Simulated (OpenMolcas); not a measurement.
# Ru²⁺ among point charges: CASSCF levels and susceptibility

Aim: the splitting of the states of Ru²⁺ in the field of 6 point charges, its lowest levels with spin-orbit coupling and its magnetic susceptibility.

The numbers are computed with OpenMolcas 26.06 (state-averaged CASSCF, spin-orbit coupling by RASSI with atomic mean-field integrals), except any that are marked as measured or tabulated.

1 further run of the same task is left out (it didn't finish).

### Step 1. What is computed

- Species: Ru²⁺ (ruthenium, Z = 44, 42 electrons)
- Basis: ANO-RCC-VDZP [6s5p3d1f], 43 functions
- Scalar Hamiltonian: DKH2, point nucleus
- Inactive shells: 1s 2s 2p 3s 3p 3d 4s 4p
- Active space: 6 electrons in 5 orbitals (4d)
- Some configurations of this space: 4d6
- Orbitals: optimised for each spin and parity, averaged over all roots

The outer shells:

4d6
```
4d [↑↓][↑ ][↑ ][↑ ][↑ ]
```

The ion sits among 6 point charges of -1.7 e arranged as a trigonal prism (D3h), 1.77 Å from the ion, with a polar angle of 55.5° against the regular 49.1°. The active orbitals were held to one l.

The work runs as a chain of OpenMolcas steps in one folder; each step below is one input file. Labels, J, g values, rates, χT and fits are worked out afterwards by a script from the matrices that RASSI stores.

### Step 2. Basis and integrals

File a.inp:

```
&GATEWAY
Coord
1

Ru 0.0 0.0 0.0
Basis=ANO-RCC-VDZP
Group=NoSym
NoMove
AngMom=0.0 0.0 0.0
AMFI
XField
6 Angstrom 0
1.458406 0.000000 1.002972 -1.700000
-0.729203 1.263016 1.002972 -1.700000
-0.729203 -1.263016 1.002972 -1.700000
1.458406 0.000000 -1.002972 -1.700000
-0.729203 1.263016 -1.002972 -1.700000
-0.729203 -1.263016 -1.002972 -1.700000
&SEWARD
```

Run with:

```sh
> OMP_NUM_THREADS=1 MOLCAS_MEM=1689 MOLCAS_PROJECT=a pymolcas a.inp > a.log
```

The program printed:

```text
Basis set label: RU.ANO-RCC...6S5P3D1F.

      Electronic valence basis set:
      ------------------
      Associated Effective Charge  44.000000 au
      Associated Actual Charge     44.000000 au
      Nuclear Model: Point charge

      Shell  nPrim  nBasis  Cartesian Spherical Contaminant
         s      21       6        X
         p      18       5        X
         d      13       3                 X
         f       6       1                 X
                  Relativistic Douglas-Kroll-Hess integrals:
                    - DKH order of Hamiltonian: 2
                    - DKH order of Properties : 0
                  Atomic mean-field integrals
```

### Step 3. CASSCF: quintets, 5 roots

File a.inp:

```
&RASSCF
FileOrb=start.orb
Symmetry=1
Spin=5
nActEl=6 0 0
Inactive=18
Ras2=5
CIRoot=5 5 1
SDav=5
CIMx=300
Iter=120 100
PrWF=0.3
OrbListing=Nothing
MaxOrb=0
SupSym
1
15 10 11 12 13 14 19 20 21 22 23 32 33 34 35 36
>>> COPY $Project.JobIph JOB001
```

Run with:

```sh
> OMP_NUM_THREADS=1 MOLCAS_MEM=1689 MOLCAS_PROJECT=a pymolcas a.inp > a.log
```

start.orb holds the contracted functions of the basis, ordered by shell, or the orbitals of the step before.

The program printed (excerpt; [...] marks lines left out):

```text
[...]
      Number of active orbitals                  5
[...]
      Spin quantum number                      2.0
[...]
      Active orbitals                            5
[...]
      Number of CSFs                             5
      Number of root(s) required                 5
[...]
      Convergence after  9 iterations
[...]
      Natural orbitals and occupation numbers for root  1
      sym 1:   1.000000   1.000000   2.000000   1.000000   1.000000
      Natural orbitals and occupation numbers for root  2
      sym 1:   1.000000   2.000000   1.000000   1.000000   1.000000
      Natural orbitals and occupation numbers for root  3
      sym 1:   2.000000   1.000000   1.000000   1.000000   1.000000
::    RASSCF root number  1 Total energy:  -4532.76463110
::    RASSCF root number  2 Total energy:  -4532.72011224
::    RASSCF root number  3 Total energy:  -4532.72011219
::    RASSCF root number  4 Total energy:  -4532.69509749
::    RASSCF root number  5 Total energy:  -4532.69509749
```

### Step 4. CASSCF: triplets, 45 roots

File a.inp:

```
&RASSCF
FileOrb=start.orb
Symmetry=1
Spin=3
nActEl=6 0 0
Inactive=18
Ras2=5
CIRoot=45 45 1
SDav=45
CIMx=300
Iter=120 100
PrWF=0.3
OrbListing=Nothing
MaxOrb=0
SupSym
1
15 10 11 12 13 14 19 20 21 22 23 32 33 34 35 36
>>> COPY $Project.JobIph JOB002
```

The program printed (excerpt; [...] marks lines left out):

```text
[...]
      Number of active orbitals                  5
[...]
      Spin quantum number                      1.0
[...]
      Active orbitals                            5
[...]
      Number of CSFs                            45
      Number of root(s) required                45
[...]
      Convergence after  7 iterations
[...]
      Natural orbitals and occupation numbers for root  1
      sym 1:   1.403514   0.599861   1.993249   0.599856   1.403520
      Natural orbitals and occupation numbers for root  2
      sym 1:   1.403515   0.599856   1.993249   0.599861   1.403520
      Natural orbitals and occupation numbers for root  3
      sym 1:   1.499735   0.540067   1.977822   0.505428   1.476948
::    RASSCF root number  1 Total energy:  -4532.69902662
::    RASSCF root number  2 Total energy:  -4532.69902662
::    RASSCF root number  3 Total energy:  -4532.69263038
[...]
::    RASSCF root number 27 Total energy:  -4532.60665877
::    RASSCF root number 28 Total energy:  -4532.60665875
::    RASSCF root number 29 Total energy:  -4532.59551499
::    RASSCF root number 30 Total energy:  -4532.59551498
```

### Step 5. CASSCF: singlets, 50 roots

File a.inp:

```
&RASSCF
FileOrb=start.orb
Symmetry=1
Spin=1
nActEl=6 0 0
Inactive=18
Ras2=5
CIRoot=50 50 1
SDav=50
CIMx=300
Iter=120 100
PrWF=0.3
OrbListing=Nothing
MaxOrb=0
SupSym
1
15 10 11 12 13 14 19 20 21 22 23 32 33 34 35 36
>>> COPY $Project.JobIph JOB003
```

The program printed (excerpt; [...] marks lines left out):

```text
[...]
      Number of active orbitals                  5
[...]
      Spin quantum number                      0.0
[...]
      Active orbitals                            5
[...]
      Number of CSFs                            50
      Number of root(s) required                50
[...]
      Convergence after  7 iterations
[...]
      Natural orbitals and occupation numbers for root  1
      sym 1:   1.670151   0.336686   1.986327   0.336686   1.670151
      Natural orbitals and occupation numbers for root  2
      sym 1:   1.485497   0.527179   1.974648   0.527175   1.485501
      Natural orbitals and occupation numbers for root  3
      sym 1:   1.485497   0.527174   1.974648   0.527180   1.485502
::    RASSCF root number  1 Total energy:  -4532.66605300
::    RASSCF root number  2 Total energy:  -4532.65857332
::    RASSCF root number  3 Total energy:  -4532.65857332
[...]
::    RASSCF root number 27 Total energy:  -4532.55941050
::    RASSCF root number 28 Total energy:  -4532.55307077
::    RASSCF root number 29 Total energy:  -4532.54799998
::    RASSCF root number 30 Total energy:  -4532.54799998
```

### Step 6. State interaction with spin-orbit coupling

File a.inp:

```
&RASSI
NrOfJobIphs=3 5 45 50
1 2 3 4 5
1 2 3 4 5 6 7 8 9 10 11 12 13 14 15 16 17 18 19 20 21 22 23 24 25 26 27
28 29 30 31 32 33 34 35 36 37 38 39 40 41 42 43 44 45
1 2 3 4 5 6 7 8 9 10 11 12 13 14 15 16 17 18 19 20 21 22 23 24 25 26 27
28 29 30 31 32 33 34 35 36 37 38 39 40 41 42 43 44 45 46 47 48 49 50
IphNames
JOB001
JOB002
JOB003
EJob
SpinOrbit
DIPRint=1.0
SOCoupling=1000.0
Subsets=2
Property=9
'ANGMOM' 1 'ANGMOM' 2 'ANGMOM' 3 'MLTPL  1' 1 'MLTPL  1' 2 'MLTPL  1' 3
'AMFI' 1 'AMFI' 2 'AMFI' 3
SOProperty=3
'ANGMOM' 1 'ANGMOM' 2 'ANGMOM' 3
```

Run with:

```sh
> OMP_NUM_THREADS=1 MOLCAS_MEM=1689 MOLCAS_PROJECT=a pymolcas a.inp > a.log
```

The program printed (excerpt; [...] marks lines left out):

```text
SPIN-FREE ENERGIES:
  (Shifted by EMIN (a.u.) =      -4532.7646310951)
 SF State       Relative EMIN(au)   Rel lowest level(eV)    D:o, cm**(-1)      L_eff
     1             0.0000000000        0.0000000000              0.0000         2.0
     2             0.0445188564        1.2114197965           9770.7596         2.0
     3             0.0445189026        1.2114210539           9770.7697         2.0
     6             0.0656044776        1.7851887796          14398.5185         4.5
     7             0.0656044776        1.7851887796          14398.5185         4.5
     4             0.0695336028        1.8921057226          15260.8618         2.0
     5             0.0695336076        1.8921058526          15260.8629         2.0
     8             0.0720007124        1.9592391963          15802.3298         3.2
     9             0.0720007233        1.9592394918          15802.3322         3.2
    10             0.0814921181        2.2175135027          17885.4526         4.8
[...]
Eigenvalues of complex Hamiltonian:
   -----------------------------------
  (Shifted by EMIN (a.u.) =      -4532.7646310951)
 SO State       Relative EMIN(au)   Rel lowest level(eV)    D:o, cm**(-1)     J-value
     1            -0.0012497053        0.0000000000              0.0000         3.1
     2            -0.0011145598        0.0036774961             29.6610         3.0
     3            -0.0011145592        0.0036775126             29.6611         3.0
     4            -0.0007479406        0.0136537114            110.1246         2.4
     5            -0.0007479406        0.0136537113            110.1246         2.4
     6             0.0384150038        1.0793317190           8705.3974         1.6
     7             0.0384150038        1.0793317190           8705.3974         1.6
     8             0.0408264479        1.1449504556           9234.6482         2.4
     9             0.0408264479        1.1449504556           9234.6482         2.4
    10             0.0431114066        1.2071273490           9736.1387         2.6
    11             0.0431114515        1.2071285727           9736.1485         2.6
[...]
```

Time for these steps: 25 s (1 thread of Arm Neoverse V1, shared host).

States without spin-orbit coupling:

```tsv
state	degeneracy	E (cm-1)	free-ion L (%)
5A1	1	0	D (100)
5E	2	9771	D (100)
triplet	2	14399	H (69)
5E	2	15261	D (100)
3E	2	15802	P (35)
3E	2	17885	H (77)
3A2	1	20669	P (53)
3E	2	20749	F (45)
1A1	1	21635	I (66)
3A1	1	22672	G (80)
singlet	2	23277	G (78)
3A2	1	24767	H (66)
1E	2	24939	I (72)
singlet	2	25182	I (100)
3E	2	27596	H (44)
3E	2	29021	G (38)
3E	2	29315	G (77)
1E	2	29610	G (76)
1A1	1	30798	D (39)
3E	2	31246	H (100)
1E	2	31573	I (53)
1E	2	31583	I (59)
triplet	2	31981	G (60)
3E	2	32016	G (47)
```

With spin-orbit coupling:

```
E (cm-1)  Degeneracy  Label  2S+1                g
     0.0           1     A1     5                 
    29.7           2      E     5   0.00 0.00 4.00
   110.1           2      E     5   0.00 0.00 7.99
    8705           2      E     5  0.00 0.00 11.93
    9235           2            5   0.00 0.00 7.98
    9736           2      E     5   0.00 0.00 4.04
   10202           2      E     5   0.00 0.00 0.08
   10630           1     A1     5                 
   10658           1     A2     5                 
   14326           2            3   0.00 0.00 6.12
   14353           2      E     3  0.00 0.00 10.05
   14564           2      E     3   0.00 0.00 5.86
   14714           2            5   0.00 0.00 9.81
   14955           2      E     3   0.00 0.00 2.26
   15111           2      E     5   0.00 0.00 5.81
   15362           2      E     5   0.00 0.00 1.99
   15644           1     A1     5                 
   15668           1     A2     5                 
   15776           2      E     5   0.00 0.00 4.98
   16119           2      E     3   0.00 0.00 2.96
   16904           1     A1     3                 
   17769           1     A2     3                 
   17953           2            3   0.00 0.00 4.12
   17981           2      E     3   0.00 0.00 8.02
```

The table of states holds 24 of 58 computed; the rest, higher up, is left out. Labels of spin-orbit levels are those of the rotation subgroup (D3 for D3h). Principal g values are given for doublets only; a zero marks a field direction without first-order Zeeman splitting.

Powder χT (cm³ K/mol): 0.31 at 2 K, 0.77 at 5 K, 1.50 at 10 K, 2.36 at 20 K, 2.97 at 50 K, 3.14 at 100 K, 3.18 at 150 K, 3.20 at 200 K, 3.21 at 250 K, 3.21 at 300 K.

Orbitals of the lowest block (energies include the constant potential of the surroundings):

```tsv
shell	space	energy (hartree)	mean occupation	⟨r²⟩ (bohr²)
1s	inactive	-814.5671	2.000	0.00147
2s	inactive	-118.1585	2.000	0.0249
2p	inactive	-105.4113	6.000	0.0197
3s	inactive	-20.2355	2.000	0.183
3p	inactive	-15.9232	6.000	0.187
3d	inactive	-8.9667	10.000	0.175
4s	inactive	-1.1995	2.000	1.18
4p	inactive	0.1084	6.000	1.44
4d	RAS2		6.000	3.01
```

### Step 7. Results

| quantity | value |
| --- | --- |
| method | CASSCF |
| spin-free ground state | 5A1, 1-fold in its orbital part |
| first state of the same spin within the active space | 5E at 9770 cm⁻¹ |
| lowest level | 1-fold A1 |
| next level | 29.7 cm⁻¹ |
| χT at 300 K | 3.21 cm³ K/mol |
| effective moment at 300 K | 5.07 μB |

**Reading.** The spin-free ground state (5A1) comes to 100 % from free-ion D terms and keeps the highest spin of the shell. χT at 300 K is 3.21, against 3.01 cm³ K/mol for the spin alone; near agreement at one temperature doesn't show that the orbital moment is quenched. An active space of the d shell alone favours high spin; real ions in strong fields can be low spin. The field of point charges can differ much from that of real complexes. With metal d orbitals alone active, the gaps between spin states are rough; where two lie within a few thousand cm-1, their order is open. This is an electrostatic model: the charges have no orbitals.
